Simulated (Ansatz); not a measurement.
**SiO2: properties at the relaxed cell**

The task here is to estimate one member of a computed series from the others.

Computed with Ansatz 0.2.0 (DFT r2SCAN, scalar-relativistic, plane waves, PAW, unless a step's input says otherwise).

## The structure to begin with

Symmetry: I4/mmm, No. 139, tetragonal system. Conventional cell: a = 13.038 Å, b = 13.038 Å, c = 5.249 Å, α = 90.00°, β = 90.00°, γ = 90.00°. Si (site symmetry m) has 4 O at 1.61 Å in its first shell of neighbours. O (site symmetry 2) is surrounded by 2 Si at 1.61 Å. O (site symmetry m2m) has 2 Si at 1.61 Å in its first shell of neighbours.

Coordinates:

```
CELL_PARAMETERS angstrom
-6.51887 6.51887 2.62430
6.51887 -6.51887 2.62430
6.51887 6.51887 -2.62430
ATOMIC_POSITIONS crystal
Si 0.21020 0.38128 0.59148
Si 0.38128 0.78980 0.17108
Si 0.61872 0.21020 0.82892
Si 0.78980 0.38128 0.17108
Si 0.21020 0.61872 0.82892
Si 0.78980 0.61872 0.40852
Si 0.38128 0.21020 0.59148
Si 0.61872 0.78980 0.40852
O 0.89284 0.10716 0.50000
O 0.10716 0.60716 0.21432
O 0.39284 0.89284 0.78568
O 0.60716 0.39284 0.50000
O 0.10716 0.89284 0.50000
O 0.89284 0.39284 0.78568
O 0.60716 0.10716 0.21432
O 0.39284 0.60716 0.50000
O 0.24303 0.50000 0.74303
O 0.50000 0.75697 0.25697
O 0.50000 0.24303 0.74303
O 0.75697 0.50000 0.25697
O 0.31328 0.31328 0.62655
O 0.31328 0.68672 0.00000
O 0.68672 0.31328 0.00000
O 0.68672 0.68672 0.37345
```

It goes back to an entry of the Materials Project, which need not be the stable form.

It is the result of an earlier relaxation at this level (volume 18.59 Å³/atom; gap on the mesh: 6.26 eV).

Set-up of the first run:

Contents of input.yaml:

```yaml
crystal:
  lattice:
    - [-6.4530185692, 6.4530185692, 2.5977914816]
    - [6.4530185692, -6.4530185692, 2.5977914816]
    - [6.4530185692, 6.4530185692, -2.5977914816]
  atoms:
    - { symbol: Si, position: [0.2102024273, 0.3812780744, 0.5914805017] }
    - { symbol: Si, position: [0.3812780744, 0.7897975727, 0.1710756471] }
    - { symbol: Si, position: [0.6187219256, 0.2102024273, 0.8289243529] }
    - { symbol: Si, position: [0.7897975727, 0.3812780744, 0.1710756471] }
    - { symbol: Si, position: [0.2102024273, 0.6187219256, 0.8289243529] }
    - { symbol: Si, position: [0.7897975727, 0.6187219256, 0.4085194983] }
    - { symbol: Si, position: [0.3812780744, 0.2102024273, 0.5914805017] }
    - { symbol: Si, position: [0.6187219256, 0.7897975727, 0.4085194983] }
    - { symbol: O, position: [0.8928395301, 0.1071604699, 0.5] }
    - { symbol: O, position: [0.1071604699, 0.6071604699, 0.2143209398] }
    - { symbol: O, position: [0.3928395301, 0.8928395301, 0.7856790602] }
    - { symbol: O, position: [0.6071604699, 0.3928395301, 0.5] }
    - { symbol: O, position: [0.1071604699, 0.8928395301, 0.5] }
    - { symbol: O, position: [0.8928395301, 0.3928395301, 0.7856790602] }
    - { symbol: O, position: [0.6071604699, 0.1071604699, 0.2143209398] }
    - { symbol: O, position: [0.3928395301, 0.6071604699, 0.5] }
    - { symbol: O, position: [0.2430344312, 0.5, 0.7430344312] }
    - { symbol: O, position: [0.5, 0.7569655688, 0.2569655688] }
    - { symbol: O, position: [0.5, 0.2430344312, 0.7430344312] }
    - { symbol: O, position: [0.7569655688, 0.5, 0.2569655688] }
    - { symbol: O, position: [0.3132750588, 0.3132750588, 0.6265501176] }
    - { symbol: O, position: [0.3132750588, 0.6867249412, 0.0] }
    - { symbol: O, position: [0.6867249412, 0.3132750588, 0.0] }
    - { symbol: O, position: [0.6867249412, 0.6867249412, 0.3734498824] }
basis:
  ecutwfc: 500
kpoints:
  mp_grid: { grid: [6, 6, 6] }
hamiltonian:
  xc: r2scan
scf:
  occupations: { method: gaussian, width: 0.02 }
output:
  forces: true
  stress: true
  eigenvalues: true
relax:
  adjacent_minimum: "off"
  f_tol: 0.01
  max_steps: 30
  cell: { stress_tol: 0.1, fix: [volume] }
```

Started as:

```sh
$ ansatz run input.yaml --threads 4 --pin off --max-ram 10240MiB --backend cpu --events-out ev --progress --plain --runs-dir out
```

Among the steps run: Volume × 0.97; Volume × 1.03; Volume × 0.94; Volume × 1.06; Point at V/V0 = 0.91; Point at V/V0 = 1.10; Volume × 0.88.

One of the session's tables, all rows but one given; the rest of the session is left out.

It belongs to the step «Fit of the equation of state». 

```
volume (Å³/atom)  energy above the lowest point (meV/atom)  pressure (GPa)  gap on the mesh (eV)
          16.356                                      34.4            5.10                  6.41
          16.914                                      19.2            3.68                  6.36
          17.472                                       8.6            2.42                  6.31
          18.029                                         ?               ?                     ?
          18.587                                       0.0            0.00                  6.26
          19.145                                       2.9           -1.78                  6.23
          19.702                                      13.2           -4.21                  6.17
          20.446                                      40.4           -7.46                  6.02
```

**Question.** Estimate the row for volume (Å³/atom) = 18.029.

Worked estimate for «energy above the lowest point (meV/atom)». A straight line through the neighbours (17.472, 8.6) and (18.587, 0.0) gives 8.6 + (0.0 − 8.6) × (18.029 − 17.472) / (18.587 − 17.472) = 4.3; a parabola fitted to 4 rows on both sides gives 2.1.

As computed: energy above the lowest point (meV/atom): 2.2; pressure (GPa): 1.24; gap on the mesh (eV): 6.28. In «energy above the lowest point (meV/atom)» the line misses by +2.1 and the parabola by -0.1.
